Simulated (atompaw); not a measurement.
**Tantalum: generating and testing a PAW (atompaw) potential**

Aim: build the potential from the settings below, then test how well it stands in for the atom: scattering, ghost states and the plane-wave cutoff that it needs.

Program: atompaw 4.2.0.5. Reference atom: LDA (PW92), scalar-relativistic, spherical and spin-unpolarised. All values are calculated.

**1. The atom and the settings**

The settings as typed:

```json
{"element": "tantalum (Ta, Z = 73)", "type": "PAW", "frozen core": "[Kr] 4d10 4f14", "valence charge": "13", "reference configuration": "5s2 5p6 5d3 6s2 6p0", "partial waves": "5s (bound); 6s (bound); 5p (bound); 6p (bound, empty); 5d (bound); 5d channel at 0.15 Ry", "local potential": "bessel scheme, radius 1.80 bohr", "core correction": "smooth core density matched at 2.10 bohr", "augmentation charge": "sinc compensation charge, radius 2.20 bohr; PAW radius 2.25 bohr; waves and projectors: bloechl"}
```

**2. Generating the potential**

The input, Ta.input:

```
Ta 73
LDA-PW scalarrelativistic loggrid 2001 logderivrange -7 5 301
6 6 5 4 0 0
6 1 0
5 2 3
0 0 0
c
c
c
c
v
v
c
c
c
v
v
c
c
v
c
2
2.25 2.20 1.80 2.10
n
n
y
0.15
n
bloechl sinc
bessel
PWSCFOUT
UPFDX 0.0125d0 UPFXMIN -7.d0 UPFZMESH 73.d0
END
```

The run is started by

```sh
$ atompaw < Ta.input > Ta.log
```

Q: Predict the outcome of this session. Wanted: cutoffs for 10 and 1 mRy, occupied levels; bound ghosts; largest phase difference near zero energy, channels read; lowest eigenvalue of the overlap; share of valence orbitals outside the PAW sphere; UPF file.

The runs gave:

| quantity | value |
| --- | --- |
| cutoffs for 10 and 1 mRy, occupied levels | 30 Ry and 35 Ry |
| bound ghosts | none found |
| largest phase difference near zero energy, channels read | 0.004 rad |
| lowest eigenvalue of the overlap (Bessel basis) | 0.003 (d) |
| share of valence orbitals outside the PAW sphere | 5s 1 %, 6s 82 %, 5p 3 %, 6p 96 %, 5d 40 % |
| UPF file | written |

What this shows: The overlap operator is nearly singular (0.003). By its cutoff, 30 Ry for the looser tolerance, it is soft on the atom. No bound ghost shows below the valence levels. Near zero energy the phases of the channels with partial waves agree within 0.004 rad. The pseudo curves have a pole with no partner nearby in the atom's: d at 1.81 Ry. At positive energy that is a spurious or a displaced resonance. Note that the frozen 4f shell (-25 eV) lies higher than the valence 5s shell (-73 eV). These are tests on the free atom; a crystal test is still owed.
